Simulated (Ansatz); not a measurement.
# F3H5OSi2: the cost of one run

Method: RKS PBE-D4/def2-SVP, in Ansatz 0.2.0.

### Step 1. The starting structure

Bond lengths: Si1–O2 2.071 Å, Si1–F3 1.615 Å, Si1–F4 1.600 Å, Si1–F5 1.593 Å, Si1–Si7 2.591 Å, O2–H8 0.958 Å, Si7–H9 1.460 Å, Si7–H10 1.463 Å, Si7–H11 1.493 Å. Angles (14 of 17 angles, heavy atoms first): O2–Si1–F3 175.1°, O2–Si1–F4 85.9°, O2–Si1–F5 86.0°, O2–Si1–Si7 76.9°, F3–Si1–F4 97.5°, F3–Si1–F5 96.1°, F3–Si1–Si7 98.4°, F4–Si1–F5 110.6°, F4–Si1–Si7 115.9°, F5–Si1–Si7 128.7°, Si1–O2–H8 122.5°, Si1–Si7–H9 106.6°, Si1–Si7–H10 110.7°, Si1–Si7–H11 121.1°.

Structure file:

```xyz
11

Si   -0.9533    0.6103    0.4359
O     0.7518    0.1213    1.5048
F    -2.2079    0.9772   -0.5132
F    -1.7125   -0.4201    1.3968
F    -0.8405    2.0409    1.1264
H     1.0206   -0.5421    0.4605
Si    0.5844   -0.4440   -1.3632
H     0.7183   -0.3377    2.3452
H    -0.2933   -0.9966   -2.3907
H     1.4407    0.5732   -1.9726
H     1.4917   -1.5825   -1.0300
```

### Step 2. A restrained relaxation towards end A

Springs on the bonds that form and break draw the guess towards this end; the thresholds are loose.

input.yaml reads:

```yaml
crystal:
  periodic: [false, false, false]
  atoms:
    - { symbol: Si, position_ang: [-0.9533, 0.6103, 0.4359] }
    - { symbol: O, position_ang: [0.7518, 0.1213, 1.5048] }
    - { symbol: F, position_ang: [-2.2079, 0.9772, -0.5132] }
    - { symbol: F, position_ang: [-1.7125, -0.4201, 1.3968] }
    - { symbol: F, position_ang: [-0.8405, 2.0409, 1.1264] }
    - { symbol: H, position_ang: [1.0206, -0.5421, 0.4605] }
    - { symbol: Si, position_ang: [0.5844, -0.444, -1.3632] }
    - { symbol: H, position_ang: [0.7183, -0.3377, 2.3452] }
    - { symbol: H, position_ang: [-0.2933, -0.9966, -2.3907] }
    - { symbol: H, position_ang: [1.4407, 0.5732, -1.9726] }
    - { symbol: H, position_ang: [1.4917, -1.5825, -1.03] }
basis:
  gaussian: { orbitals: def2-SVP }
hamiltonian:
  xc: pbe
  dispersion: d4
relax:
  f_tol: 0.15
  max_steps: 25
  restrain:
    - { distance: [0, 6], at: 3.52, k: 30.0 }
    - { distance: [5, 1], at: 2.27, k: 30.0 }
    - { distance: [0, 1], at: 1.77, k: 30.0 }
    - { distance: [5, 6], at: 1.42, k: 30.0 }
output:
  orbitals: {}
```

On the command line:

```
ansatz run input.yaml --threads 2 --pin off --max-ram 3072MiB --backend cpu --events-out ev --progress --plain --runs-dir out
```

What time and memory should one allow on 2 threads of Intel Xeon Platinum 8488C (Sapphire Rapids), shared host?

About 46 s, with a peak of 0.17 GiB.
